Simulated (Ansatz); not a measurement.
# BClF3: the cost of one run

All numbers below are computed with Ansatz 0.2.0 (UKS PBE/def2-SVP).

**1. The system as given**

Bond lengths: B1–Cl2 2.110 Å, B1–F3 1.320 Å, B1–F4 1.320 Å, Cl2–F5 1.800 Å. Angles: B1–Cl2–F5 180.0°, Cl2–B1–F3 120.0°, Cl2–B1–F4 120.0°, F3–B1–F4 120.0°.

As a file:

```xyz
5

B     0.0000    0.0000    0.0000
Cl    0.0000    0.0000    2.1100
F     1.1431    0.0000   -0.6600
F    -1.1431    0.0000   -0.6600
F     0.0000    0.0000    3.9100
```

**2. Pulling towards end A**

Springs on the bonds that form and break draw the guess towards this end; the thresholds are loose.

Input file input.yaml:

```yaml
crystal:
  periodic: [false, false, false]
  atoms:
    - { symbol: B, position_ang: [0.0, 0.0, 0.0] }
    - { symbol: Cl, position_ang: [0.0, 0.0, 2.11] }
    - { symbol: F, position_ang: [1.1431, 0.0, -0.66] }
    - { symbol: F, position_ang: [-1.1431, 0.0, -0.66] }
    - { symbol: F, position_ang: [0.0, 0.0, 3.91] }
magnetization:
  spin_polarized: true
  initial_magnetization: 1
basis:
  gaussian: { orbitals: def2-SVP }
hamiltonian:
  xc: pbe
relax:
  f_tol: 0.15
  max_steps: 25
  restrain:
    - { distance: [1, 4], at: 2.7, k: 30.0 }
    - { distance: [0, 1], at: 1.86, k: 30.0 }
```

Command:

```sh
> ansatz run input.yaml --threads 2 --pin off --max-ram 3072MiB --backend cpu --events-out ev --progress --plain --runs-dir out
```

Q: Estimate wall time and peak memory on 2 threads of Arm Neoverse V1, shared host.

About 46 s, with a peak of 0.16 GiB.
